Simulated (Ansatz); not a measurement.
# La2Fe2S2O3: the cost of one run

Program: Ansatz 0.2.0. Level of theory: DFT PBE+U (U_eff = 4 eV on Fe 3d), scalar-relativistic, plane waves, PAW. These are calculated values, not measurements.

**1. The system as given**

Symmetry: I4/mmm, No. 139, tetragonal system. Conventional cell: a = 4.048 Å, b = 4.048 Å, c = 18.184 Å, α = 90.00°, β = 90.00°, γ = 90.00°. La (site symmetry 4mm) has 4 O at 2.37 Å as nearest neighbours. Around Fe (site symmetry mmm) lie 2 O at 2.02 Å and 4 S at 2.66 Å. Around S (site symmetry 4mm) lie 4 Fe at 2.66 Å. Around O (site symmetry -4m2) lie 4 La at 2.37 Å. Around O (site symmetry 4/mmm) lie 4 Fe at 2.02 Å.

Coordinates:

```cif
data_structure
_symmetry_space_group_name_H-M 'I4/mmm'
_symmetry_Int_Tables_number 139
_cell_length_a 4.0478
_cell_length_b 4.0478
_cell_length_c 18.1844
_cell_angle_alpha 90.000
_cell_angle_beta 90.000
_cell_angle_gamma 90.000
_cell_volume 297.94
loop_
_atom_site_label
_atom_site_type_symbol
_atom_site_symmetry_multiplicity
_atom_site_Wyckoff_symbol
_atom_site_fract_x
_atom_site_fract_y
_atom_site_fract_z
_atom_site_occupancy
La1 La 4 e 0.00000 0.00000 0.18180 1
Fe1 Fe 4 c 0.00000 0.50000 0.00000 1
S1 S 4 e 0.00000 0.00000 0.40492 1
O1 O 4 d 0.00000 0.50000 0.25000 1
O2 O 2 a 0.00000 0.00000 0.00000 1
```

Starting moments: Fe 4.00 μB.

**2. First run, at the start cell**

input.yaml

```yaml
crystal:
  lattice:
    - [-2.023877, 2.023877, 9.092222]
    - [2.023877, -2.023877, 9.092222]
    - [2.023877, 2.023877, -9.092222]
  atoms:
    - { symbol: La, position: [0.181801, 0.181801, 0.0] }
    - { symbol: La, position: [0.818199, 0.818199, 0.0] }
    - { symbol: Fe, position: [0.5, 0.0, 0.5], spin: 4.0 }
    - { symbol: Fe, position: [0.0, 0.5, 0.5], spin: 4.0 }
    - { symbol: S, position: [0.404915, 0.404915, 0.0] }
    - { symbol: S, position: [0.595085, 0.595085, 0.0] }
    - { symbol: O, position: [0.75, 0.25, 0.5] }
    - { symbol: O, position: [0.25, 0.75, 0.5] }
    - { symbol: O, position: [0.0, 0.0, 0.0] }
basis:
  ecutwfc: 420
  ecutrho_ratio: 4
kpoints:
  mp_grid: { grid: [5, 5, 5] }
hamiltonian:
  xc: pbe
  hubbard: { sites: [{ species: Fe, l: d, u_eff: 4.0 }] }
  pseudopotentials: { kind: paw, frozen_core: stored }
scf:
  occupations: { method: gaussian, width: 0.05 }
output:
  forces: true
  stress: true
  eigenvalues: true
  populations: true
  hubbard: { sites: [{ species: La, l: f }, { species: Fe, l: d }] }
magnetization:
  spin_polarized: true
```

Launch:

```bash
ansatz run input.yaml --threads 4 --pin off --max-ram 10240MiB --backend cpu --events-out ev --progress --plain --runs-dir out
```

What time and memory should one allow on 4 threads of AMD EPYC (Zen 3), shared host?

About 98 s, with a peak of 1.4 GiB.
